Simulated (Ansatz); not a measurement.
# CH₄FNOZn: basis-set convergence

Aim: see how fast density functionals converge with the basis set for CH₄FNOZn.

Program: Ansatz 0.2.0, Gaussian basis. Level of theory: one geometry, several basis sets. These are calculated values, not measurements.

The runs, in order: PBE0-D4/def2-SVP; ωB97M-V/def2-SVP; PBE0-D4/def2-QZVPP; ωB97M-V/def2-QZVPP; the functionals' def2-TZVPP values are taken from earlier runs.

## Step 1: Structure used throughout

The geometry comes from an earlier relaxation with PBE0-D4 in a triple-zeta def2 set; it is a stationary point, not always the lowest conformer.

SMILES `[NH2][Zn][O]CF`, 9 atoms, charge 0, spin multiplicity 1.

Atoms are counted from 1 here; the program's logs count them from 0.

Bond lengths: N1–Zn2 1.812 Å, N1–H6 1.011 Å, N1–H7 1.011 Å, Zn2–O3 1.808 Å, O3–C4 1.343 Å, C4–F5 1.428 Å, C4–H8 1.098 Å, C4–H9 1.097 Å. Angles: Zn2–N1–H6 115.9°, Zn2–N1–H7 114.7°, H6–N1–H7 107.6°, N1–Zn2–O3 171.4°, Zn2–O3–C4 112.3°, O3–C4–F5 109.0°, O3–C4–H8 113.2°, O3–C4–H9 113.0°, F5–C4–H8 104.8°, F5–C4–H9 105.0°, H8–C4–H9 111.2°.

As a file:

```xyz
9
charge 0, multiplicity 1
N    -0.1002    2.2393   -1.0945
Zn    0.3371    0.7518   -0.1564
O     0.8988   -0.5624    0.9508
C     0.0528   -1.6046    0.9748
F    -1.0709   -1.3102    0.1435
H     0.6526    2.6704   -1.6138
H    -0.8822    2.1262   -1.7260
H     0.4832   -2.5215    0.5514
H    -0.3711   -1.7890    1.9702
```

## Step 2: PBE0-D4 in def2-SVP

File in.yaml:

```yaml
crystal:
  periodic: [false, false, false]
  atoms:
    - {symbol: N, position_ang: [-0.100225, 2.239263, -1.094451]}
    - {symbol: Zn, position_ang: [0.337107, 0.751772, -0.156440]}
    - {symbol: O, position_ang: [0.898764, -0.562365, 0.950810]}
    - {symbol: C, position_ang: [0.052759, -1.604602, 0.974805]}
    - {symbol: F, position_ang: [-1.070887, -1.310180, 0.143489]}
    - {symbol: H, position_ang: [0.652563, 2.670369, -1.613819]}
    - {symbol: H, position_ang: [-0.882198, 2.126225, -1.726005]}
    - {symbol: H, position_ang: [0.483188, -2.521503, 0.551406]}
    - {symbol: H, position_ang: [-0.371069, -1.788990, 1.970223]}
basis:
  gaussian: {orbitals: def2-SVP}
hamiltonian: {xc: pbe0, dispersion: d4}
output: {orbitals: {seedname: orbitals}}
```

Run with:

```sh
$ ansatz run in.yaml --threads 2 --pin off --events-out ev --progress --plain --max-ram 20480MiB --backend cpu
```

The runs that follow: ωB97M-V in def2-SVP; PBE0-D4 in def2-QZVPP; ωB97M-V in def2-QZVPP.

Before running them: what should the planned runs give, taken together? Wanted: PBE0-D4: double and triple zeta above quadruple; ωB97M-V: double and triple zeta above quadruple.

The runs gave:

| quantity | value |
| --- | --- |
| PBE0-D4: double and triple zeta above quadruple | 17.66, 1.64 eV |
| ωB97M-V: double and triple zeta above quadruple | 17.85, 1.58 eV |

What this shows: PBE0-D4 gains 16.02 eV from double to triple zeta, then 1.64 eV more. These are total energies; as a rule much of such shifts cancels in differences, which this series doesn't test. The LUMO of ωB97M-V is positive and keeps falling with the basis (1.24 to 0.59 eV): an unbound level that the basis holds in place.
